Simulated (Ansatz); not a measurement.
Runs of Ansatz 0.2.0 on KFeAs2. The structure is tetragonal, space group I-4m2 (No. 119). The conventional cell has a = 3.961 Å, b = 3.961 Å, c = 12.766 Å, α = 90.00°, β = 90.00°, γ = 90.00°. As (site symmetry 2mm) has 2 Fe at 2.23 Å as nearest neighbours. Around Fe (site symmetry -4m2) lie 4 As at 2.23 Å. K (site symmetry -4m2) is surrounded by 8 As at 3.54 Å and 4 Fe at 3.76 Å and 4 K at 3.96 Å. The cell comes from a database or a generator and needn't be the stable form of this composition.

```csv
task,level,spin,U,cell,k mesh,smearing,points for each segment of the path,hubbard projectors,double counting,gap on the mesh (eV),pressure (GPa),moment (μB),largest force (eV/Å)
relaxation of cell and atoms,BLYP,"collinear, program default start",-,relaxed,9 × 9 × 9,gaussian 0.05 eV,-,-,-,none,0.0,(a),0.01
single point,LDA,"collinear, ferromagnetic start",-,as given,9 × 9 × 9,gaussian 0.05 eV,-,-,-,none,-4.5,0.60,0.34
single point,RPBE,"collinear, ferromagnetic start",-,as given,9 × 9 × 9,gaussian 0.02 eV,-,-,-,none,2.1,0.71,0.16
single point,PBE,"collinear, ferromagnetic start",-,as given,9 × 9 × 9,fermi-dirac 0.05 eV,-,-,-,none,0.2,0.61,(b)
band structure,RPBE+D3(BJ)+U,"non-collinear, ferromagnetic start",Fe d U = 4.5 eV,as given,7 × 7 × 7,gaussian 0.05 eV,14,ortho-atomic (the default),fll (the default),none,(c),2.18,0.76
```

Alike in all rows: potentials or basis Ansatz PAW; cutoff (eV) 420.

Problem. Fill in the values left out.

Solution. (a) 0.66; (b) 0.07; (c) -4.7.

Caveats: a cell with one magnetic atom can't hold antiferromagnetic order, which such compounds often take; the PAW data sets come from PBE, with cores solved anew for the run's functional, which leaves a small shift of forces and pressure (some runs); the potentials were made for another functional, which shifts forces and pressure (some runs); the plane-wave basis is chosen anew once the cell has moved, so the energies of steps on either side of that aren't comparable (some runs); the magnetic or orbital state may not be the lowest (some runs); pairwise dispersion overbinds metals, which lowers pressure and volume (some runs); the U is typed as a test and isn't derived for this compound (some runs).

A k mesh can miss the band edges, and the runs leave out spin-orbit coupling on As.

A gap of «none» marks a metal or a gap under the smearing width.

Not every run made on this cell is shown here.
